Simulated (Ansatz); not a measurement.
# BC62: the cost of one run

All numbers below are computed with Ansatz 0.2.0 (DFT PBE, plane waves, PAW, scalar-relativistic, collinear spin).

## Step 1: The structure to begin with

The cell holds 63 atoms (C62B): a = 7.140 Å, b = 7.140 Å, c = 7.140 Å, α = 90.00°, β = 90.00°, γ = 90.00°.

Its coordinates follow in the input file.

## Step 2: End point A

input.yaml

```yaml
crystal:
  lattice:
    - [7.14, 0.0, 0.0]
    - [0.0, 7.14, 0.0]
    - [0.0, 0.0, 7.14]
  atoms:
    - { symbol: C, position: [0.497214, -0.0009903, -0.0040873] }
    - { symbol: C, position: [0.6188666, 0.1172706, 0.1296923] }
    - { symbol: C, position: [0.7433023, 0.249854, 0.0077522] }
    - { symbol: C, position: [0.8697062, 0.3733081, 0.1231802] }
    - { symbol: C, position: [0.7496813, 0.0041601, 0.2425581] }
    - { symbol: C, position: [0.8710253, 0.125826, 0.3806935] }
    - { symbol: C, position: [0.0021755, -0.0020824, -0.0028685] }
    - { symbol: C, position: [0.1218829, 0.1220828, 0.1241136] }
    - { symbol: C, position: [0.2483718, 0.2531152, -0.0025263] }
    - { symbol: C, position: [0.3771192, 0.372768, 0.1217714] }
    - { symbol: C, position: [0.4949881, 0.5026513, -0.0076089] }
    - { symbol: C, position: [0.6300568, 0.616199, 0.128408] }
    - { symbol: C, position: [0.7545872, 0.750053, -0.000808] }
    - { symbol: C, position: [0.8704051, 0.8817085, 0.1146849] }
    - { symbol: C, position: [0.2473778, 0.002259, 0.2467593] }
    - { symbol: C, position: [0.3710251, 0.1226108, 0.3758825] }
    - { symbol: C, position: [0.5037497, 0.2465262, 0.2449191] }
    - { symbol: C, position: [0.6246965, 0.3745368, 0.3748026] }
    - { symbol: C, position: [0.7446528, 0.500587, 0.2465657] }
    - { symbol: C, position: [0.8794774, 0.6240104, 0.379137] }
    - { symbol: C, position: [0.4985998, 0.0032402, 0.5023968] }
    - { symbol: C, position: [0.6226563, 0.1181758, 0.6321492] }
    - { symbol: C, position: [0.7567754, 0.2497544, 0.5080332] }
    - { symbol: C, position: [0.870031, 0.3715736, 0.6231518] }
    - { symbol: C, position: [0.7524219, -0.0020965, 0.7472987] }
    - { symbol: C, position: [0.8774412, 0.1335072, 0.8787326] }
    - { symbol: B, position: [-0.00076, 0.5047617, 0.0024595], spin: 1.0 }
    - { symbol: C, position: [0.1235389, 0.6212568, 0.1305239] }
    - { symbol: C, position: [0.2523765, 0.7505841, -0.0022607] }
    - { symbol: C, position: [0.3847699, 0.8758929, 0.1180311] }
    - { symbol: C, position: [0.0003332, 0.246118, 0.2403388] }
    - { symbol: C, position: [0.1316015, 0.3706369, 0.3780003] }
    - { symbol: C, position: [0.2508763, 0.5049487, 0.245553] }
    - { symbol: C, position: [0.3724462, 0.621476, 0.375586] }
    - { symbol: C, position: [0.5000944, 0.7452927, 0.2496516] }
    - { symbol: C, position: [0.6198731, 0.871043, 0.3726799] }
    - { symbol: C, position: [-0.0036704, 0.0063781, 0.5032722] }
    - { symbol: C, position: [0.1319467, 0.1329572, 0.6254712] }
    - { symbol: C, position: [0.2439164, 0.246517, 0.4959439] }
    - { symbol: C, position: [0.3735077, 0.378515, 0.6277628] }
    - { symbol: C, position: [0.5023097, 0.5025789, 0.4964379] }
    - { symbol: C, position: [0.6283029, 0.6194344, 0.6209181] }
    - { symbol: C, position: [0.7482206, 0.7513743, 0.5003082] }
    - { symbol: C, position: [0.8731157, 0.8769985, 0.6238997] }
    - { symbol: C, position: [0.2470749, 0.002716, 0.7494058] }
    - { symbol: C, position: [0.372236, 0.1217992, 0.8718854] }
    - { symbol: C, position: [0.5042619, 0.25357, 0.7554613] }
    - { symbol: C, position: [0.6310157, 0.3757456, 0.8709721] }
    - { symbol: C, position: [0.7564766, 0.5018684, 0.7514554] }
    - { symbol: C, position: [0.8657478, 0.6198173, 0.8670844] }
    - { symbol: C, position: [-0.004052, 0.7603121, 0.2530231] }
    - { symbol: C, position: [0.1284769, 0.8672398, 0.3721281] }
    - { symbol: C, position: [0.0012857, 0.5063524, 0.4972004] }
    - { symbol: C, position: [0.119028, 0.6269014, 0.624883] }
    - { symbol: C, position: [0.2458268, 0.7479673, 0.5006483] }
    - { symbol: C, position: [0.3735482, 0.8748259, 0.6272297] }
    - { symbol: C, position: [-0.0074575, 0.250132, 0.7462782] }
    - { symbol: C, position: [0.2537977, 0.502231, 0.7572484] }
    - { symbol: C, position: [0.3718887, 0.6228801, 0.8778384] }
    - { symbol: C, position: [0.5036714, 0.7469721, 0.7569503] }
    - { symbol: C, position: [0.6271545, 0.8748164, 0.881072] }
    - { symbol: C, position: [0.0017048, 0.7483456, 0.7529993] }
    - { symbol: C, position: [0.1211802, 0.8772406, 0.8742417] }
magnetization:
  spin_polarized: true
total_charge: 2
basis:
  ecutwfc: 420.0
kpoints:
  mp_grid: { grid: [2, 2, 2] }
hamiltonian:
  xc: pbe
  pseudopotentials: { kind: paw, azcp: { folder: soft_1 } }
scf:
  occupations: { method: fermi_dirac, width: 0.02 }
  lower_state_search: "off"
relax:
  f_tol: 0.03
  max_steps: 60
  adjacent_minimum: "off"
output:
  write_density: true
  write_potential: true
  elf: true
  volumetric_format: npy
```

Run with:

```sh
> ansatz run input.yaml --threads 4 --pin off --max-ram 10240MiB --backend cpu --events-out ev --progress --plain --runs-dir out
```

Q: Estimate wall time and peak memory on 4 threads of Arm Neoverse V2, shared host.

About 2.1 min, with a peak of 2.1 GiB.
